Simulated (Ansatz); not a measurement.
# CaI, space group P-6m2: cell relaxations under several functionals

With Ansatz 0.2.0 through its Python package.

Typed at the interpreter:
```pycon
>>> import ansatz as az
>>> import numpy as np
>>> def edges_and_angles(cell):
...     cell = np.asarray(cell)
...     a, b, c = np.linalg.norm(cell, axis=1)
...     cosines = cell[1] @ cell[2] / (b * c), cell[0] @ cell[2] / (a * c), cell[0] @ cell[1] / (a * b)
...     return (a, b, c, *np.degrees(np.arccos(cosines)))
...
>>> cell = (
...     az.Lattice.from_parameters(4.14682, 4.14682, 4.576229, alpha=90.0, beta=90.0, gamma=120.0)
...     .atom("Ca", (0.0, 0.0, 0.5))
...     .atom("I", (2 / 3, 1 / 3, 0.0))
... )
>>> len(cell.resolved().sites)
2
>>> calc = (
...     cell.calculation()
...     .basis(41 * az.Ry)
...     .kpoints(mesh=(8, 8, 7))
...     .occupations("Fermi-Dirac", width=0.1)
...     .relax(cell=True)
... )
>>> levels = [("r2scan", "none"), ("pbe", "d3bj"), ("r2scan", "d4")]
>>> print("level            a       b       c    alpha   beta  gamma  V/atom  steps")
level            a       b       c    alpha   beta  gamma  V/atom  steps
>>> for name, dispersion in levels:
...     seen = []
...     run = calc.functional(name, dispersion=dispersion).session().plan()
...     done = run.execute(on_event=lambda e: seen.append(e) if e["event"] == "relax_step" else None)
...     cell = done.lattice.cell_ang
...     label = name if dispersion == "none" else f"{name}+{dispersion}"
...     print("{:13s} {:7.4f} {:7.4f} {:7.4f} {:6.2f} {:6.2f} {:6.2f}".format(label, *edges_and_angles(cell)), f"{abs(np.linalg.det(cell)) / len(done.lattice.sites):7.3f} {len(seen):5d}")
...
r2scan         4.1340  4.1340  4.4988  90.00  90.00 120.00  33.293     4
pbe+d3bj       4.0461  4.0461  4.4636  90.00  90.00 120.00  31.642     5
r2scan+d4      4.1117  4.1117  4.4643  90.00  90.00 120.00  32.681     5
```

From smallest to largest: PBE+D3BJ (31.64 Å³ an atom, -7.1 % against the start), r2SCAN+D4 (32.68 Å³ an atom, -4.1 % against the start) and r2SCAN (33.29 Å³ an atom, -2.3 % against the start). The spread is 5.2 % in volume.

The cell holds an odd number of electrons and is run without spin, so a magnetic state may lie lower. Forces vanish by symmetry, so the ions can't move, and the end may be a saddle. Dispersion corrections can be off by several per cent in the lattices of metals, and by several GPa in the pressure at a fixed cell. The structure comes from a database of computed cells and needn't be a stable or known phase. The whole script took 120 s on 1 thread of Arm Neoverse V2, on a shared host, peak memory 0.65 GiB.
